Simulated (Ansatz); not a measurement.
**AlBrGeH4Si: how energies converge with the basis set**

Aim: see how fast density functionals converge with the basis set for AlBrGeH4Si.

Computed with Ansatz 0.2.0, Gaussian basis. Level: one geometry, several basis sets.

Plan: PBE0-D4/def2-SVP; ωB97M-V/def2-SVP; PBE0-D4/def2-QZVPP; ωB97M-V/def2-QZVPP; the functionals' def2-TZVPP values are taken from earlier runs.

## (1) Structure used throughout

All runs share one geometry, relaxed beforehand with PBE0-D4 in a triple-zeta def2 set.

8 atoms, charge 0, spin multiplicity 1.

Atoms are counted from 1 here; the program's logs count them from 0.

Bond lengths: Br1–Si2 2.446 Å, Br1–Al3 2.544 Å, Si2–Al3 2.389 Å, Si2–Ge4 2.381 Å, Si2–H5 1.495 Å, Al3–Ge4 2.484 Å, Al3–H6 1.577 Å, Ge4–H7 1.544 Å, Ge4–H8 1.542 Å. Angles: Si2–Br1–Al3 57.2°, Br1–Si2–Al3 63.5°, Br1–Si2–Ge4 90.8°, Br1–Si2–H5 100.2°, Al3–Si2–Ge4 62.7°, Al3–Si2–H5 158.2°, Ge4–Si2–H5 135.4°, Br1–Al3–Si2 59.3°, Br1–Al3–Ge4 86.3°, Br1–Al3–H6 113.8°, Si2–Al3–Ge4 58.5°, Si2–Al3–H6 146.9°, Ge4–Al3–H6 153.1°, Si2–Ge4–Al3 58.8°, Si2–Ge4–H7 108.4°, Si2–Ge4–H8 126.1°, Al3–Ge4–H7 113.6°, Al3–Ge4–H8 130.1° and more.

## (2) PBE0-D4 in def2-SVP

Input file in.yaml:

```yaml
crystal:
  periodic: [false, false, false]
  atoms:
    - {symbol: Br, position_ang: [-1.647565, 1.610342, 0.075200]}
    - {symbol: Si, position_ang: [0.264333, 0.694751, -1.145005]}
    - {symbol: Al, position_ang: [0.446599, 0.750280, 1.236434]}
    - {symbol: Ge, position_ang: [0.055287, -1.375558, 0.013184]}
    - {symbol: H, position_ang: [-0.046040, 1.178851, -2.525021]}
    - {symbol: H, position_ang: [0.856433, 1.584348, 2.510992]}
    - {symbol: H, position_ang: [1.340337, -2.197502, -0.224189]}
    - {symbol: H, position_ang: [-1.177183, -2.302615, 0.002503]}
basis:
  gaussian: {orbitals: def2-SVP}
hamiltonian: {xc: pbe0, dispersion: d4}
output: {orbitals: {seedname: orbitals}}
```

After this run come: ωB97M-V in def2-SVP; PBE0-D4 in def2-QZVPP; ωB97M-V in def2-QZVPP.

Q: Predict the results of all the runs planned. Wanted: PBE0-D4: double and triple zeta above quadruple; ωB97M-V: double and triple zeta above quadruple.

The runs gave:

| quantity | value |
| --- | --- |
| PBE0-D4: double and triple zeta above quadruple | 23.81, 3.10 eV |
| ωB97M-V: double and triple zeta above quadruple | 23.62, 3.00 eV |

In words: PBE0-D4 gains 20.71 eV from double to triple zeta, then 3.10 eV more. Total energies overstate the basis error of differences, where much of it tends to cancel.
